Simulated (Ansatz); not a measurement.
**C₄H₇NSi: up Jacob's ladder to CCSD(T)**

One table from this session's results is given with a row withheld; the runs are named, their logs left out.

Method: functionals in def2-TZVPP, the program's frozen cores in correlated methods; program: Ansatz 0.2.0, Gaussian basis.

The runs, in order: LDA (SPW92), PBE-D4, revPBE-D4, BLYP-D4, r2SCAN-D4, B97M-V, PBE0-D4, B3LYP-D4, r2SCANh-D4, r2SCAN0-D4, HSE06-D4, BHLYP-D4, CAM-B3LYP-D4, LC-ωPBE, ωB97X-V, ωB97M-V, B2PLYP, PBE-QIDH; CCSD(T)/def2-SVP; CCSD(T)/def2-TZVPP; MP2/def2-QZVPP; extrapolation to the limit; RPA on PBE.

## The geometry

An earlier PBE0-D4 in a triple-zeta def2 set relaxation fixed the geometry.

SMILES `C[C@H]1[SiH2][C@@H]1C#N`, 13 atoms, charge 0, spin multiplicity 1.

Atoms are counted from 1 here; the program's logs count them from 0.

Bond lengths: C1–C2 1.506 Å, C1–H7 1.094 Å, C1–H8 1.093 Å, C1–H9 1.092 Å, C2–Si3 1.846 Å, C2–C4 1.555 Å, C2–H10 1.088 Å, Si3–C4 1.873 Å, Si3–H11 1.477 Å, Si3–H12 1.474 Å, C4–C5 1.424 Å, C4–H13 1.087 Å, C5–N6 1.153 Å. Angles: C2–C1–H7 111.0°, C2–C1–H8 111.6°, C2–C1–H9 110.8°, H7–C1–H8 107.6°, H7–C1–H9 108.1°, H8–C1–H9 107.5°, C1–C2–Si3 124.3°, C1–C2–C4 116.9°, C1–C2–H10 114.3°, Si3–C2–C4 66.2°, Si3–C2–H10 114.3°, C4–C2–H10 111.7°, C2–Si3–C4 49.4°, C2–Si3–H11 119.2°, C2–Si3–H12 120.2°, C4–Si3–H11 116.1°, C4–Si3–H12 118.0°, H11–Si3–H12 116.6° and more.

The first run:

Contents of in.yaml:

```yaml
crystal:
  periodic: [false, false, false]
  atoms:
    - {symbol: C, position_ang: [-1.500244, -0.546139, 0.740916]}
    - {symbol: C, position_ang: [-0.118953, 0.034493, 0.587439]}
    - {symbol: Si, position_ang: [1.320214, -0.878369, -0.123008]}
    - {symbol: C, position_ang: [0.289391, 0.513712, -0.834729]}
    - {symbol: C, position_ang: [0.817212, 1.828959, -0.974895]}
    - {symbol: N, position_ang: [1.261717, 2.889584, -1.060069]}
    - {symbol: H, position_ang: [-2.264591, 0.233472, 0.667760]}
    - {symbol: H, position_ang: [-1.711244, -1.290579, -0.031458]}
    - {symbol: H, position_ang: [-1.609206, -1.038653, 1.709198]}
    - {symbol: H, position_ang: [0.146594, 0.764009, 1.349357]}
    - {symbol: H, position_ang: [1.105434, -2.213900, -0.715967]}
    - {symbol: H, position_ang: [2.690410, -0.566626, 0.322958]}
    - {symbol: H, position_ang: [-0.406232, 0.235238, -1.622706]}
basis:
  gaussian: {orbitals: def2-TZVPP}
hamiltonian: {xc: lda}
output: {orbitals: {seedname: orbitals}}
```

Among the steps run: LDA; PBE-D4 (GGA); revPBE-D4 (GGA); BLYP-D4 (GGA); r2SCAN-D4 (meta-GGA); B97M-V (meta-GGA); PBE0-D4 (hybrid); B3LYP-D4 (hybrid); r2SCANh-D4 (hybrid); r2SCAN0-D4 (hybrid); HSE06-D4 (hybrid); BHLYP-D4 (hybrid); CAM-B3LYP-D4 (range-separated); LC-ωPBE (range-separated); ωB97X-V (range-separated); ωB97M-V (range-separated); B2PLYP (double hybrid); PBE-QIDH (double hybrid).

One table of the session follows, with a row left open; its other results are not shown here.

It belongs to the step «Frontier levels by functional». 

```
  functional  HOMO (eV)  gap (eV)
 LDA (SPW92)      -6.53      4.90
      PBE-D4      -6.37      4.95
   revPBE-D4      -6.31      4.97
     BLYP-D4      -6.22      4.92
   r2SCAN-D4      -6.58      5.42
      B97M-V      -6.61      5.36
     PBE0-D4      -7.48      6.89
    B3LYP-D4      -7.28      6.47
  r2SCANh-D4      -6.99      6.12
  r2SCAN0-D4      -7.62      7.18
    HSE06-D4      -7.08      6.12
    BHLYP-D4      -8.48      8.73
CAM-B3LYP-D4      -8.77      9.15
     LC-ωPBE     -10.08     11.57
     ωB97X-V          ?         ?
     ωB97M-V      -9.60     10.71
```

Estimate the missing values for ωB97X-V.

**Answer.** HOMO (eV): -9.72; gap (eV): 11.11. In the column «HOMO (eV)» it lies between LC-ωPBE (-10.08) and ωB97M-V (-9.60).
